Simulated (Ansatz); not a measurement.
Consider an atomisation energy of C2H6SSi, SMILES C1[SiH2]CS1 (Ansatz 0.2.0, Python API).

Script `c2h6ssi.py`:
```python
from collections import Counter

import ansatz
from ase import Atoms


def energy_of(molecule, charge=0, unpaired=0):
    calc = molecule.calculation().basis(gaussian="def2-SVP").functional("R2SCAN0")
    if charge:
        calc = calc.charge(charge)
    if unpaired:
        calc = calc.spin("collinear", total=unpaired)
    report = calc.run(threads=1).report
    if report["published_state_doubts"]:
        print("  doubts:", report["published_state_doubts"])
    return report["free_energy_ev"]


def main() -> None:
    atoms = Atoms(["C", "Si", "C", "S", "H", "H", "H", "H", "H", "H"], positions=[
        [-1.0456, 0.3613, -0.6013],
        [0.0717, -0.9751, -0.0881],
        [0.9643, 0.4744, 0.6779],
        [0.4297, 1.56, -0.6686],
        [-1.5831, 0.2476, -1.5946],
        [-1.8389, 0.694, 0.1384],
        [0.8225, -1.6392, -1.2035],
        [-0.4633, -1.9215, 0.8806],
        [2.0884, 0.3887, 0.755],
        [0.6375, 0.7583, 1.7071],
    ])
    molecule = ansatz.Crystal.molecule_from_ase(atoms)

    unpaired = {"C": 2, "Si": 2, "S": 2, "H": 1}
    counts = Counter(site.symbol for site in molecule.cartesian_sites)
    atom_energy = {s: energy_of(ansatz.Crystal.molecule().atom(s, (0, 0, 0)), 0, unpaired[s]) for s in counts}
    whole = energy_of(molecule, 0, 0)
    for s, e in atom_energy.items():
        print(f"{s:2s} x{counts[s]}  {e:14.5f} eV")
    print(f"C2H6SSi: {whole:.5f} eV")
    split = sum(counts[s] * e for s, e in atom_energy.items()) - whole
    print(f"atomisation energy (no zero-point term): {23.060548 * split:.1f} kcal/mol, {split / sum(counts.values()):.3f} eV an atom")


if __name__ == "__main__":
    main()
```

What does it cost to take this molecule apart into atoms?

825.1 kcal/mol from the electronic energies, without the zero-point term.

What the script printed:

```console
$ python c2h6ssi.py
C  x2     -1028.27257 eV
Si x1     -7870.71504 eV
S  x1    -10828.75522 eV
H  x6       -13.58464 eV
C2H6SSi: -20873.30490 eV
atomisation energy (no zero-point term): 825.1 kcal/mol, 3.578 eV an atom
```

Reading the output:
- Total energies depend on the basis set; only differences at equal settings carry meaning.
- The geometry is a force-field or estimated start, not a minimum of this method, and the basis set is short of its limit. All parts are taken at fixed geometry, without zero-point energy.
- Finished in 6.3 s on 1 thread of Arm Neoverse V2, with other jobs on the host, peak memory 0.28 GiB.
